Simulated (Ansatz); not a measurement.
# CH₆BClOSi: a ladder of functionals and wavefunction methods

One table from this session's results is given with a row withheld; the runs are named, their logs left out.

Computed with Ansatz 0.2.0, Gaussian basis. Level: functionals in def2-TZVPP, the program's frozen cores in correlated methods.

Levels to be run: LDA (SPW92), PBE-D4, revPBE-D4, BLYP-D4, r2SCAN-D4, B97M-V, PBE0-D4, B3LYP-D4, r2SCANh-D4, r2SCAN0-D4, HSE06-D4, BHLYP-D4, CAM-B3LYP-D4, LC-ωPBE, ωB97X-V, ωB97M-V, B2PLYP, PBE-QIDH; CCSD(T)/def2-SVP; CCSD(T)/def2-TZVPP; MP2/def2-QZVPP; extrapolation to the limit; RPA on PBE.

**The geometry**

The geometry comes from an earlier relaxation with PBE0-D4 in a triple-zeta def2 set; it is a stationary point, not always the lowest conformer.

SMILES `OB(Cl)C[SiH3]`, 11 atoms, charge 0, spin multiplicity 1.

Atoms are counted from 1 here; the program's logs count them from 0.

Bond lengths: O1–B2 1.349 Å, O1–H6 0.962 Å, B2–Cl3 1.784 Å, B2–C4 1.548 Å, C4–Si5 1.884 Å, C4–H7 1.093 Å, C4–H8 1.094 Å, Si5–H9 1.487 Å, Si5–H10 1.486 Å, Si5–H11 1.487 Å. Angles: B2–O1–H6 113.5°, O1–B2–Cl3 118.6°, O1–B2–C4 121.0°, Cl3–B2–C4 120.4°, B2–C4–Si5 112.0°, B2–C4–H7 111.4°, B2–C4–H8 110.5°, Si5–C4–H7 106.4°, Si5–C4–H8 107.2°, H7–C4–H8 109.1°, C4–Si5–H9 110.3°, C4–Si5–H10 110.4°, C4–Si5–H11 109.8°, H9–Si5–H10 108.8°, H9–Si5–H11 108.7°, H10–Si5–H11 108.8°.

The first run:

in.yaml reads:

```yaml
crystal:
  periodic: [false, false, false]
  atoms:
    - {symbol: O, position_ang: [-0.148704, 0.535665, 2.149413]}
    - {symbol: B, position_ang: [0.559651, -0.017139, 1.142817]}
    - {symbol: Cl, position_ang: [2.324145, 0.242544, 1.097268]}
    - {symbol: C, position_ang: [-0.142779, -0.821471, 0.021735]}
    - {symbol: Si, position_ang: [-0.498404, 0.241932, -1.491960]}
    - {symbol: H, position_ang: [0.389558, 1.040584, 2.765825]}
    - {symbol: H, position_ang: [0.478244, -1.652556, -0.323058]}
    - {symbol: H, position_ang: [-1.101876, -1.212633, 0.373851]}
    - {symbol: H, position_ang: [-1.352861, 1.399928, -1.119453]}
    - {symbol: H, position_ang: [0.768497, 0.751428, -2.077484]}
    - {symbol: H, position_ang: [-1.209970, -0.565182, -2.518154]}
basis:
  gaussian: {orbitals: def2-TZVPP}
hamiltonian: {xc: lda}
output: {orbitals: {seedname: orbitals}}
```

Among the steps run: LDA; PBE-D4 (GGA); revPBE-D4 (GGA); BLYP-D4 (GGA); r2SCAN-D4 (meta-GGA); B97M-V (meta-GGA); PBE0-D4 (hybrid); B3LYP-D4 (hybrid); r2SCANh-D4 (hybrid); r2SCAN0-D4 (hybrid); HSE06-D4 (hybrid); BHLYP-D4 (hybrid); CAM-B3LYP-D4 (range-separated); LC-ωPBE (range-separated); ωB97X-V (range-separated); ωB97M-V (range-separated); B2PLYP (double hybrid); PBE-QIDH (double hybrid).

One table of the session follows, with a row left open; its other results are not shown here.

It belongs to the step «Frontier levels by functional». 

```
  functional  HOMO (eV)  gap (eV)
 LDA (SPW92)      -7.63      6.26
      PBE-D4      -7.50      6.39
   revPBE-D4      -7.44      6.44
     BLYP-D4      -7.35      6.41
   r2SCAN-D4      -7.83      7.07
      B97M-V      -7.96      7.21
     PBE0-D4      -8.89      8.75
    B3LYP-D4          ?         ?
  r2SCANh-D4      -8.34      7.92
  r2SCAN0-D4      -9.10      9.17
    HSE06-D4      -8.48      7.96
    BHLYP-D4     -10.15     11.09
CAM-B3LYP-D4     -10.27     11.27
     LC-ωPBE     -11.67     13.83
     ωB97X-V     -11.31     13.38
     ωB97M-V     -11.14     12.99
```

Estimate the missing values for B3LYP-D4.

Worked estimate for «HOMO (eV)». Against the share of exact exchange, BLYP-D4 (0, -7.35), BHLYP-D4 (0.5, -10.15) give a slope of -5.60 per unit share; at 0.2 the line stands at -8.47.

As computed: HOMO (eV): -8.63; gap (eV): 8.30. In «HOMO (eV)» the line misses by +0.16.
